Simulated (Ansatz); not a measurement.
# Mg: the cost of one run

Method: DFT PBEsol, scalar-relativistic, in Ansatz 0.2.0.

**1. The structure to begin with**

The structure is cubic, space group Im-3m (No. 229). Conventional cell: a = 2.953 Å, b = 2.953 Å, c = 2.953 Å, α = 90.00°, β = 90.00°, γ = 90.00°. Around Mg (site symmetry m-3m) lie 8 Mg at 2.56 Å.

Structure file:

```cif
data_structure
_symmetry_space_group_name_H-M 'Im-3m'
_symmetry_Int_Tables_number 229
_cell_length_a 2.9530
_cell_length_b 2.9530
_cell_length_c 2.9530
_cell_angle_alpha 90.000
_cell_angle_beta 90.000
_cell_angle_gamma 90.000
_cell_volume 25.75
loop_
_atom_site_label
_atom_site_type_symbol
_atom_site_symmetry_multiplicity
_atom_site_Wyckoff_symbol
_atom_site_fract_x
_atom_site_fract_y
_atom_site_fract_z
_atom_site_occupancy
Mg1 Mg 2 a 0.00000 0.00000 0.00000 1
```

The file gives the conventional cell by its symmetry; the runs use the cell typed in the input.

**2. The deformed structure**

Space group Im-3m before, I4/mmm after.

**3. All-electron LAPW**

Input file input.yaml:

```yaml
crystal:
  lattice:
    - [-1.520795, 1.520795, 1.4765]
    - [1.520795, -1.520795, 1.4765]
    - [1.520795, 1.520795, -1.4765]
  atoms:
    - { symbol: Mg, position: [0.0, 0.0, 0.0] }
kpoints:
  mp_grid: { grid: [16, 16, 16] }
  band_path:
    path:
      - [0.0, 0.0, 0.0]
      - [0.0, 0.0, 0.5]
      - [-0.5, 0.5, 0.5]
      - [0.0, 0.0, 0.0]
      - [0.4856489773, 0.4856489773, -0.4856489773]
      - [-0.4856489773, 0.5143510227, 0.4856489773]
      - [-0.5, 0.5, 0.5]
      - [0.0, 0.0, 0.5]
      - [0.25, 0.25, 0.25]
    npoints: 5
scf:
  occupations: { method: fermi_dirac, width: 0.05 }
hamiltonian:
  xc: pbesol
  pseudopotentials: { kind: all_electron, lapw: { basis_error: 0.00025 } }
output:
  forces: true
  stress: true
  eigenvalues: true
```

Command:

```
ansatz run input.yaml --threads 1 --pin off --max-ram 3072MiB --backend cpu --events-out ev --progress --plain --runs-dir out
```

Q: Estimate wall time and peak memory on 1 thread of Arm Neoverse V1, shared host.

About 13 s, with a peak of 0.34 GiB.
